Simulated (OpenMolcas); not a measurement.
# Ru³⁺ among point charges: CASSCF and CASPT2 levels and susceptibility

How does a field of 6 point charges split the states of Ru³⁺, and what χT follows?

Program: OpenMolcas 26.06. Level of theory: state-averaged CASSCF and CASPT2, spin-orbit coupling by RASSI with atomic mean-field integrals. These are calculated values, not measurements, unless marked.

## (1) The atom as given

```
Species                           : Ru³⁺ (ruthenium, Z = 44, 41 electrons)
Basis                             : ANO-RCC-VTZP [7s6p4d2f1g], 68 functions
Scalar Hamiltonian                : DKH2, point nucleus
Inactive shells                   : 1s 2s 2p 3s 3p 3d 4s 4p
Active space                      : 5 electrons in 5 orbitals (4d)
Some configurations of this space : 4d⁵
Orbitals                          : optimised for each spin and parity, averaged over all roots
```

The outer shells:

4d5
```
4d [↑ ][↑ ][↑ ][↑ ][↑ ]
```

The ion sits among 6 point charges of -1.7 e arranged as a tetragonal octahedron (D4h), 2.03 Å from the ion, with the axial distance 2.416 Å.

Each step is its own input file, run in one work folder so that later steps find the files of earlier ones. Labels, J, g values, rates, χT and fits are worked out afterwards by a script from the matrices that RASSI stores. The input lists half of the charges; inversion (Group=XYZ) makes the rest.

## (2) One- and two-electron integrals

Input file a.inp:

```
&GATEWAY
Coord
1

Ru 0.0 0.0 0.0
Basis=ANO-RCC-VTZP
Group=XYZ
NoMove
AngMom=0.0 0.0 0.0
AMFI
XField
3 Angstrom 0
2.030000 0.000000 0.000000 -1.700000
0.000000 2.030000 0.000000 -1.700000
0.000000 0.000000 2.415700 -1.700000
&SEWARD
```

Command:

```
OMP_NUM_THREADS=1 MOLCAS_MEM=1689 MOLCAS_PROJECT=a pymolcas a.inp > a.log
```

## (3) Reference wave functions, sextets of even parity, 1 root

Input file a.inp:

```
&RASSCF
FileOrb=start.orb
Symmetry=1
Spin=6
nActEl=5 0 0
Inactive=9 9
Ras2=5 0
CIRoot=1 1 1
SDav=1
CIMx=300
Iter=120 100
PrWF=0.3
OrbListing=Nothing
MaxOrb=0
>>> COPY $Project.JobIph JOB001
```

start.orb holds the contracted functions of the basis, ordered by shell, or the orbitals of the step before.

## (4) CASSCF: quartets of even parity, 24 roots

Input file a.inp:

```
&RASSCF
FileOrb=start.orb
Symmetry=1
Spin=4
nActEl=5 0 0
Inactive=9 9
Ras2=5 0
CIRoot=24 24 1
SDav=24
CIMx=300
Iter=120 100
PrWF=0.3
OrbListing=Nothing
MaxOrb=0
>>> COPY $Project.JobIph JOB002
```

## (5) CASSCF: doublets of even parity, 75 roots

Input file a.inp:

```
&RASSCF
FileOrb=start.orb
Symmetry=1
Spin=2
nActEl=5 0 0
Inactive=9 9
Ras2=5 0
CIRoot=75 75 1
SDav=75
CIMx=300
Iter=120 100
PrWF=0.3
OrbListing=Nothing
MaxOrb=0
>>> COPY $Project.JobIph JOB003
```

## (6) State interaction with spin-orbit coupling

Input file a.inp:

```
&RASSI
NrOfJobIphs=3 1 24 75
1
1 2 3 4 5 6 7 8 9 10 11 12 13 14 15 16 17 18 19 20 21 22 23 24
1 2 3 4 5 6 7 8 9 10 11 12 13 14 15 16 17 18 19 20 21 22 23 24 25 26 27
28 29 30 31 32 33 34 35 36 37 38 39 40 41 42 43 44 45 46 47 48 49 50 51
52 53 54 55 56 57 58 59 60 61 62 63 64 65 66 67 68 69 70 71 72 73 74 75
IphNames
JOB001
JOB002
JOB003
EJob
SpinOrbit
DIPRint=1.0
SOCoupling=1000.0
Subsets=2
Property=9
'ANGMOM' 1 'ANGMOM' 2 'ANGMOM' 3 'MLTPL  1' 1 'MLTPL  1' 2 'MLTPL  1' 3
'AMFI' 1 'AMFI' 2 'AMFI' 3
SOProperty=3
'ANGMOM' 1 'ANGMOM' 2 'ANGMOM' 3
```

## (7) CASPT2: IPEA 0.25, imaginary shift 0.1 (closed shells correlated: 4s 4p)

Input file a.inp:

```
>>> COPY JOB001 $Project.JobIph
&CASPT2
Multistate=1 1
Frozen=8 6
IPEA=0.25
Imaginary=0.1
MaxIter=60
WThr=0.0 0.3 0.05
PrWF=0.5
NoMix
>>> COPY JOB002 $Project.JobIph
&CASPT2
Multistate=24 1 2 3 4 5 6 7 8 9 10 11 12 13 14 15 16 17 18 19 20 21 22
23 24
NoMult
Frozen=8 6
IPEA=0.25
Imaginary=0.1
MaxIter=60
WThr=0.0 0.3 0.05
PrWF=0.5
NoMix
>>> COPY JOB003 $Project.JobIph
&CASPT2
Multistate=75 1 2 3 4 5 6 7 8 9 10 11 12 13 14 15 16 17 18 19 20 21 22
23 24 25 26 27 28 29 30 31 32 33 34 35 36 37 38 39 40 41 42 43 44 45 46
47 48 49 50 51 52 53 54 55 56 57 58 59 60 61 62 63 64 65 66 67 68 69 70
71 72 73 74 75
NoMult
Frozen=8 6
IPEA=0.25
Imaginary=0.1
MaxIter=60
WThr=0.0 0.3 0.05
PrWF=0.5
NoMix
```

(Steps that only read results are left out.)

Q: Predict the outcome of this session. Wanted: spin-free ground state; lowest level; next level.

The runs gave:

| quantity | value |
| --- | --- |
| method | SS-CASPT2, IPEA 0.25, imaginary shift 0.1 (closed shells correlated: 4s 4p) |
| spin-free ground state | 6A1, 1-fold in its orbital part |
| lowest level | 2-fold E1/2, g = 2.00, 5.99, 5.99 |
| next level | 3.0 cm⁻¹ |
| χT at 300 K | 4.37 cm³ K/mol |
| effective moment at 300 K | 5.91 μB |

Cost by method:

```csv
method,time of its own steps,time with the reference
A. CASSCF,27 s,27 s
"B. SS-CASPT2, IPEA 0.25, imaginary shift 0.1, +4s 4p",15 s,42 s
```

Times are of one thread on a shared host.

What this shows: The spin-free ground state (6A1) comes to 100 % from free-ion S terms and keeps the highest spin of the shell. χT at 300 K is 4.37, against 4.39 cm³ K/mol for the spin alone, as a half-filled shell (L = 0) has no orbital moment. An active space of the d shell alone favours high spin; real ions in strong fields can be low spin. The field of point charges can differ much from that of real complexes. With metal d orbitals alone active, the gaps between spin states are rough; where two lie within a few thousand cm-1, their order is open. This is an electrostatic model: the charges have no orbitals.
